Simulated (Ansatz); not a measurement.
**C3H7NSi: molecular dynamics**

The plan is to follow the molecule's vibrations and see whether its bonds hold. The start is relaxed first. Runs: 600 steps of 0.25 fs under a Nosé-Hoover thermostat at 700 K. SMILES of the start: [SiH3]N1C=CC1.

All numbers below are computed with Ansatz 0.2.0 (RKS PBE-D4/STO-3G).

### Step 1. The starting structure

Bond lengths: Si1–N2 1.623 Å, N2–C3 1.278 Å, C3–C4 1.420 Å, N2–C5 1.447 Å, C4–C5 1.574 Å, Si1–H6 1.519 Å, Si1–H7 1.439 Å, Si1–H8 1.525 Å, C3–H9 1.154 Å, C4–H10 1.006 Å, C5–H11 1.075 Å, C5–H12 1.068 Å. Angles (14 of 21 angles, heavy atoms first): Si1–N2–C3 136.0°, Si1–N2–C5 123.2°, C3–N2–C5 93.8°, N2–C3–C4 97.7°, C3–C4–C5 83.3°, N2–C5–C4 84.5°, N2–Si1–H6 109.8°, N2–Si1–H7 111.9°, N2–Si1–H8 106.7°, N2–C3–H9 136.0°, C4–C3–H9 126.3°, C3–C4–H10 138.9°, C5–C4–H10 137.3°, N2–C5–H11 111.6°.

As a file:

```xyz
12

Si   -1.6972   -0.1599    0.2861
N    -0.1267    0.2323    0.1639
C     0.8833    0.2343    0.9463
C     1.8940    0.1539   -0.0474
C     0.6672   -0.0317   -1.0167
H    -2.3125    0.5441    1.4833
H    -1.8909   -1.5836    0.3576
H    -2.3886    0.4094   -0.9479
H     1.0503    0.3191    2.0854
H     2.8969    0.1046   -0.1066
H     0.5442    0.7389   -1.7564
H     0.5571   -1.0166   -1.4138
```

### Step 2. Preparing the start

Input file input.yaml:

```yaml
crystal:
  periodic: [false, false, false]
  atoms:
    - { symbol: Si, position_ang: [-1.6972, -0.1599, 0.2861] }
    - { symbol: "N", position_ang: [-0.1267, 0.2323, 0.1639] }
    - { symbol: C, position_ang: [0.8833, 0.2343, 0.9463] }
    - { symbol: C, position_ang: [1.894, 0.1539, -0.0474] }
    - { symbol: C, position_ang: [0.6672, -0.0317, -1.0167] }
    - { symbol: H, position_ang: [-2.3125, 0.5441, 1.4833] }
    - { symbol: H, position_ang: [-1.8909, -1.5836, 0.3576] }
    - { symbol: H, position_ang: [-2.3886, 0.4094, -0.9479] }
    - { symbol: H, position_ang: [1.0503, 0.3191, 2.0854] }
    - { symbol: H, position_ang: [2.8969, 0.1046, -0.1066] }
    - { symbol: H, position_ang: [0.5442, 0.7389, -1.7564] }
    - { symbol: H, position_ang: [0.5571, -1.0166, -1.4138] }
basis:
  gaussian: { orbitals: STO-3G }
hamiltonian:
  xc: pbe
  dispersion: d4
relax:
  f_tol: 0.02
  max_steps: 40
scf:
  lower_state_search: "off"
```

Launch:

```console
ansatz run input.yaml --threads 1 --pin off --max-ram 2048MiB --backend cpu --events-out ev --progress --plain --runs-dir out
```

After this run come: The run.

What does the calculation give? Wanted: relaxation of the start; temperature, first and last step; temperature, second half; potential energy, second half; largest change of the conserved energy; bonds formed or broken.

As calculated:

| quantity | value |
| --- | --- |
| relaxation of the start | 11 moves, 2.039 eV lower |
| length | 600 steps of 0.25 fs |
| temperature, first and last step | 700 and 379 K |
| temperature, second half | mean 484 K, from 261 to 738 K |
| potential energy, second half | +48 meV/atom from the start |
| largest change of the conserved energy | 0.18 meV/atom |
| bonds formed or broken | 0 |

**Reading.** Against a set 700 K the second half averages 484 K with a spread of 117 K; 48 meV/atom has gone into potential energy, and a thermostat that acts over some 100 fs has not made it up in 150 fs. The conserved energy strays from its start by at most 0.18 meV/atom, 0.4 % of the mean kinetic energy, so a step of 0.25 fs is short enough over this time. No bond forms or breaks. Averages from a run of 150 fs with 12 atoms are rough. The nuclei move classically, without zero-point motion, which matters most for hydrogen. In so small a basis the energies are only a sketch.
